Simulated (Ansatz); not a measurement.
# NiO: the cost of one run

Program: Ansatz 0.2.0. Level of theory: DFT PBE+U (U_eff = 6.2 eV on Ni 3d), scalar-relativistic, plane waves, PAW. These are calculated values, not measurements.

1 further run of the same task is left out (it didn't finish).

## Step 1: The system as given

The structure is cubic, space group Fm-3m (No. 225). The conventional cell has a = 4.268 Å, b = 4.268 Å, c = 4.268 Å, α = 90.00°, β = 90.00°, γ = 90.00°. Ni (site symmetry m-3m) has 6 O at 2.13 Å as nearest neighbours. Around O (site symmetry m-3m) lie 6 Ni at 2.13 Å.

Structure file:

```cif
data_structure
_symmetry_space_group_name_H-M 'P 1'
_symmetry_Int_Tables_number 1
_cell_length_a 3.0176
_cell_length_b 3.0176
_cell_length_c 3.0176
_cell_angle_alpha 60.000
_cell_angle_beta 60.000
_cell_angle_gamma 60.000
_cell_volume 19.43
loop_
_atom_site_label
_atom_site_type_symbol
_atom_site_fract_x
_atom_site_fract_y
_atom_site_fract_z
_atom_site_occupancy
Ni1 Ni 0.00000 0.00000 0.00000 1
O1 O 0.50000 0.50000 0.50000 1
```

An earlier run at PBE+U (U_eff = 6.2 eV on Ni 3d) left this cell at 9.715 Å³/atom and 0.02 GPa (10×10×10 mesh).

## Step 2: Coarse mesh, to find the state of the open shells

The input, input.yaml:

```yaml
crystal:
  lattice:
    - [0.0, 2.1337896542, -2.1337896542]
    - [0.0, 2.1337896542, 2.1337896542]
    - [4.2675793084, 0.0, 0.0]
  atoms:
    - { symbol: Ni, position: [0.0, 0.0, 0.0], spin: 2.0 }
    - { symbol: O, position: [0.0, 1.0, 0.5] }
    - { symbol: Ni, position: [0.5, 0.5, 0.5], spin: -2.0 }
    - { symbol: O, position: [0.5, 1.5, 1.0] }
basis:
  ecutwfc: 420
  ecutrho_ratio: 4
kpoints:
  mp_grid: { grid: [5, 5, 3] }
hamiltonian:
  xc: pbe
  hubbard: { sites: [{ species: Ni, l: d, u_eff: 6.2 }] }
scf:
  occupations: { method: gaussian, width: 0.05 }
output:
  forces: true
  stress: true
  eigenvalues: true
  populations: true
  hubbard: { sites: [{ species: Ni, l: d }] }
magnetization:
  spin_polarized: true
```

On the command line:

```sh
$ ansatz run input.yaml --threads 2 --pin off --max-ram 5120MiB --backend cpu --events-out ev --progress --plain --runs-dir out
```

What time and memory should one allow on 2 threads of Intel Xeon at 2.50GHz (Skylake/Cascade Lake), shared host?

About 7.2 s, with a peak of 0.44 GiB.
